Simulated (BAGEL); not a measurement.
# doublet [Si2H2OF2]+: levels of theory compared

Wanted: a comparison of 3 runs (UHF/STO-3G, ROHF/6-31G*, ROHF/def2-SVP) of doublet [Si2H2OF2]+. 

Program for the calculation: BAGEL 1.2.2.

**1. The molecule**

[Si2H2OF2]+ has 7 atoms, charge +1, and is taken as a doublet. As SMILES of the parent species, `F[Si]1(F)O[SiH2]1`. Geometry: relaxed at PBE0-D4/def2-TZVP. That shape belongs to the parent species and isn't relaxed for this state.

Bond lengths: F1–Si2 1.578 Å, Si2–F3 1.578 Å, Si2–O4 1.648 Å, Si2–Si5 2.174 Å, O4–Si5 1.718 Å, Si5–H6 1.482 Å, Si5–H7 1.482 Å. Some angles: F1–Si2–F3 105.1°, F1–Si2–O4 114.7°, F1–Si2–Si5 127.3°, F3–Si2–O4 114.7°, F3–Si2–Si5 127.3°, O4–Si2–Si5 51.2°, Si2–O4–Si5 80.4°, Si2–Si5–O4 48.4°, Si2–Si5–H6 124.7°, Si2–Si5–H7 124.7°.

**2. The energy at UHF/STO-3G (density fitting with qzvpp-jkfit) (run 1)**

input.json

```json
{ "bagel": [

{
  "title": "molecule",
  "basis": "sto-3g",
  "df_basis": "qzvpp-jkfit",
  "angstrom": true,
  "geometry": [
    { "atom": "F", "xyz": [       0.424200,      -1.612100,       1.693800 ] },
    { "atom": "Si", "xyz": [       0.037900,      -1.026000,       0.280100 ] },
    { "atom": "F", "xyz": [      -0.194200,      -2.288000,      -0.639100 ] },
    { "atom": "O", "xyz": [       1.103500,       0.077900,      -0.322100 ] },
    { "atom": "Si", "xyz": [      -0.304800,       1.058600,      -0.232800 ] },
    { "atom": "H", "xyz": [      -0.202300,       2.188800,       0.720000 ] },
    { "atom": "H", "xyz": [      -0.802800,       1.532800,      -1.545500 ] }
  ]
},

{ "title": "uhf", "charge": 1, "nopen": 1 },

{ "title": "print", "file": "orbitals.molden", "orbitals": true }

]}
```

Command:

```console
$ BAGEL_NUM_THREADS=1 BAGEL input.json > input.out
```

Standard output:

```text
* using 1 threads per process

  ===============================================================
  ===============================================================

  *** Geometry ***

  { "atom" : "F", "xyz" : [      0.801622,     -3.046427,      3.200818 ] },
  { "atom" : "Si", "xyz" : [      0.071621,     -1.938859,      0.529312 ] },
  { "atom" : "F", "xyz" : [     -0.366985,     -4.323693,     -1.207724 ] },
  { "atom" : "O", "xyz" : [      2.085313,      0.147210,     -0.608681 ] },
  { "atom" : "Si", "xyz" : [     -0.575989,      2.000464,     -0.439928 ] },
  { "atom" : "H", "xyz" : [     -0.382292,      4.136233,      1.360603 ] },
  { "atom" : "H", "xyz" : [     -1.517072,      2.896572,     -2.920572 ] },

  Number of auxiliary basis functions:      523

  Since a DF basis is specified, we compute 2- and 3-index integrals:
    o Being stored without compression. Storage requirement is 0.005 GB

  Number of basis functions:       35
  Number of electrons      :       56

    * METHOD: MOLECULE                             0.14

  *** Open-shell HF ***

  === Nuclear Repulsion ===
   309.6765264410

      * DIIS with orbital gradients will be used.

  === UHF iteration (sto-3g) ===
      0       -841.86236351          0.04055690           0.04
      1       -842.06081943          0.01699723           0.04
      2       -842.08947819          0.00715338           0.04
      3       -842.09776515          0.00298803           0.04
      4       -842.10207797          0.00199804           0.04
      5       -842.10535400          0.00078370           0.04
      6       -842.10581267          0.00025194           0.04
      7       -842.10585385          0.00007136           0.04
      8       -842.10585825          0.00004668           0.04
      9       -842.10586042          0.00002437           0.04
     10       -842.10586099          0.00000826           0.04
     11       -842.10586104          0.00000430           0.04
     12       -842.10586107          0.00000130           0.04
     13       -842.10586108          0.00000042           0.05
     14       -842.10586108          0.00000014           0.04
     15       -842.10586108          0.00000006           0.04
     16       -842.10586108          0.00000004           0.04
     17       -842.10586108          0.00000003           0.04
     18       -842.10586108          0.00000002           0.04
     19       -842.10586108          0.00000002           0.04
     20       -842.10586108          0.00000002           0.04
     21       -842.10586108          0.00000001           0.04
     22       -842.10586108          0.00000001           0.04
    * SCF iteration converged.

    * S^2 (UHF) is 0.7691

    * Permanent dipole moment:
           (    0.749653,    -1.588857,     0.261550) a.u.

    * METHOD: UHF                                  1.01

    * METHOD: PRINT                                0.00

  ===============================================================
```

It took 1.3 s on 1 thread of Intel Xeon 6975P-C (Granite Rapids), shared host.

**3. The energy at ROHF/6-31G(d) (density fitting with qzvpp-jkfit, spherical functions) (run 2)**

job.json

```json
{ "bagel" : [

{
  "title" : "molecule",
  "basis" : "6-31gs.json",
  "df_basis" : "qzvpp-jkfit",
  "angstrom" : "true",
  "geometry" : [
    { "atom" : "F", "xyz" : [    0.424200,   -1.612100,    1.693800 ] },
    { "atom" : "Si", "xyz" : [    0.037900,   -1.026000,    0.280100 ] },
    { "atom" : "F", "xyz" : [   -0.194200,   -2.288000,   -0.639100 ] },
    { "atom" : "O", "xyz" : [    1.103500,    0.077900,   -0.322100 ] },
    { "atom" : "Si", "xyz" : [   -0.304800,    1.058600,   -0.232800 ] },
    { "atom" : "H", "xyz" : [   -0.202300,    2.188800,    0.720000 ] },
    { "atom" : "H", "xyz" : [   -0.802800,    1.532800,   -1.545500 ] }
  ]
},
{
  "title" : "rohf",
  "charge" : 1,
  "nopen" : 1
},
{
  "title" : "print",
  "file" : "orbitals.molden",
  "orbitals" : "true"
}

]}
```

The basis set 6-31G* is read from a file made from the Basis Set Exchange's data (not shown).

Command:

```console
$ BAGEL_NUM_THREADS=1 BAGEL job.json > job.out
```

Standard output:

```text
* using 1 threads per process

  ===============================================================
  ===============================================================

  *** Geometry ***

  { "atom" : "F", "xyz" : [      0.801622,     -3.046427,      3.200818 ] },
  { "atom" : "Si", "xyz" : [      0.071621,     -1.938859,      0.529312 ] },
  { "atom" : "F", "xyz" : [     -0.366985,     -4.323693,     -1.207724 ] },
  { "atom" : "O", "xyz" : [      2.085313,      0.147210,     -0.608681 ] },
  { "atom" : "Si", "xyz" : [     -0.575989,      2.000464,     -0.439928 ] },
  { "atom" : "H", "xyz" : [     -0.382292,      4.136233,      1.360603 ] },
  { "atom" : "H", "xyz" : [     -1.517072,      2.896572,     -2.920572 ] },

  Number of auxiliary basis functions:      523

  Since a DF basis is specified, we compute 2- and 3-index integrals:
    o Being stored without compression. Storage requirement is 0.028 GB

  Number of basis functions:       82
  Number of electrons      :       56

    * METHOD: MOLECULE                             0.21

  *** Open-shell HF ***

  === Nuclear Repulsion ===
   309.6765264410

      * DIIS with orbital gradients will be used.

  === ROHF iteration (6-31gs.json) ===
      0       -852.13131110          0.05389790           0.13
      1       -852.32370734          0.04232119           0.13
      2       -852.41477274          0.03101934           0.13
      3       -852.52801916          0.00212487           0.13
      4       -852.52860146          0.00093025           0.12
      5       -852.52884219          0.00029341           0.12
      6       -852.52890575          0.00016997           0.12
      7       -852.52893634          0.00010610           0.13
      8       -852.52895063          0.00004298           0.12
      9       -852.52895789          0.00002730           0.12
     10       -852.52895919          0.00001589           0.12
     11       -852.52896043          0.00000786           0.12
     12       -852.52896107          0.00000229           0.12
     13       -852.52896139          0.00000077           0.13
     14       -852.52896159          0.00000035           0.15
     15       -852.52896161          0.00000022           0.12
     16       -852.52896162          0.00000011           0.13
     17       -852.52896162          0.00000005           0.16
     18       -852.52896162          0.00000002           0.16
     19       -852.52896163          0.00000001           0.13
     20       -852.52896163          0.00000001           0.13
    * SCF iteration converged.

    * S^2 (ROHF) is 0.7500

    * Permanent dipole moment:
           (    1.422924,    -2.097725,     0.230407) a.u.

    * METHOD: ROHF                                 2.86

    * METHOD: PRINT                                0.01

  ===============================================================
```

Wall time 3.3 s (1 thread of Intel Xeon 6975P-C (Granite Rapids), shared host); peak memory 0.14 GiB.

**4. The energy at ROHF/def2-SVP (density fitting with qzvpp-jkfit) (run 3)**

hf.json

```json
{ "bagel" : [

{
  "title" : "molecule",
  "basis" : "svp",
  "df_basis" : "qzvpp-jkfit",
  "angstrom" : true,
  "geometry" : [
    { "atom" : "F", "xyz" : [    0.424200,   -1.612100,    1.693800 ] },
    { "atom" : "Si", "xyz" : [    0.037900,   -1.026000,    0.280100 ] },
    { "atom" : "F", "xyz" : [   -0.194200,   -2.288000,   -0.639100 ] },
    { "atom" : "O", "xyz" : [    1.103500,    0.077900,   -0.322100 ] },
    { "atom" : "Si", "xyz" : [   -0.304800,    1.058600,   -0.232800 ] },
    { "atom" : "H", "xyz" : [   -0.202300,    2.188800,    0.720000 ] },
    { "atom" : "H", "xyz" : [   -0.802800,    1.532800,   -1.545500 ] }
  ]
},
{
  "title" : "rohf",
  "charge" : 1,
  "nopen" : 1
},
{
  "title" : "print",
  "file" : "orbitals.molden",
  "orbitals" : true
}

]}
```

Command:

```console
$ BAGEL_NUM_THREADS=1 BAGEL hf.json > hf.out
```

Standard output:

```text
* using 1 threads per process

  ===============================================================
  ===============================================================

  *** Geometry ***

  { "atom" : "F", "xyz" : [      0.801622,     -3.046427,      3.200818 ] },
  { "atom" : "Si", "xyz" : [      0.071621,     -1.938859,      0.529312 ] },
  { "atom" : "F", "xyz" : [     -0.366985,     -4.323693,     -1.207724 ] },
  { "atom" : "O", "xyz" : [      2.085313,      0.147210,     -0.608681 ] },
  { "atom" : "Si", "xyz" : [     -0.575989,      2.000464,     -0.439928 ] },
  { "atom" : "H", "xyz" : [     -0.382292,      4.136233,      1.360603 ] },
  { "atom" : "H", "xyz" : [     -1.517072,      2.896572,     -2.920572 ] },

  Number of auxiliary basis functions:      523

  Since a DF basis is specified, we compute 2- and 3-index integrals:
    o Being stored without compression. Storage requirement is 0.032 GB

  Number of basis functions:       88
  Number of electrons      :       56

    * METHOD: MOLECULE                             0.25

  *** Open-shell HF ***

  === Nuclear Repulsion ===
   309.6765264410

      * DIIS with orbital gradients will be used.

  === ROHF iteration (svp) ===
      0       -851.76799329          0.04872995           0.14
      1       -851.95331429          0.03790433           0.14
      2       -852.03872380          0.02780596           0.14
      3       -852.14372969          0.00199188           0.14
      4       -852.14428123          0.00084599           0.14
      5       -852.14449949          0.00024621           0.14
      6       -852.14454753          0.00012927           0.14
      7       -852.14456662          0.00007680           0.14
      8       -852.14457509          0.00003150           0.13
      9       -852.14457797          0.00001939           0.15
     10       -852.14457861          0.00001172           0.14
     11       -852.14457908          0.00000645           0.13
     12       -852.14457923          0.00000183           0.13
     13       -852.14457945          0.00000051           0.14
     14       -852.14457957          0.00000026           0.15
     15       -852.14457956          0.00000012           0.14
     16       -852.14457957          0.00000008           0.14
     17       -852.14457957          0.00000003           0.14
     18       -852.14457957          0.00000001           0.14
     19       -852.14457957          0.00000001           0.14
    * SCF iteration converged.

    * S^2 (ROHF) is 0.7500

    * Permanent dipole moment:
           (    1.428474,    -2.179059,     0.252507) a.u.

    * METHOD: ROHF                                 2.94

    * METHOD: PRINT                                0.01

  ===============================================================
```

Run time: 3.6 s. Hardware: 1 thread of Intel Xeon 6975P-C (Granite Rapids), shared host; peak memory 0.14 GiB.

**5. Overview of the runs**

| run | level | energy (Eh) | ⟨S²⟩ | wall time |
| --- | --- | --- | --- | --- |
| 1 | UHF/STO-3G (density fitting with qzvpp-jkfit) | -842.105861 | 0.769 | 1.3 s |
| 2 | ROHF/6-31G* (density fitting with qzvpp-jkfit, spherical functions) | -852.528962 | 0.750 | 3.3 s |
| 3 | ROHF/def2-SVP (density fitting with qzvpp-jkfit) | -852.144580 | 0.750 | 3.6 s |

**6. Results**

| quantity | value |
| --- | --- |
| run 3: total energy | -852.14458 Eh |
| run 3: ⟨S²⟩ | 0.750 |

In words: In run 1 the basis is minimal, so the values are rough. All runs together took 8.2 s, the longest 3.6 s.
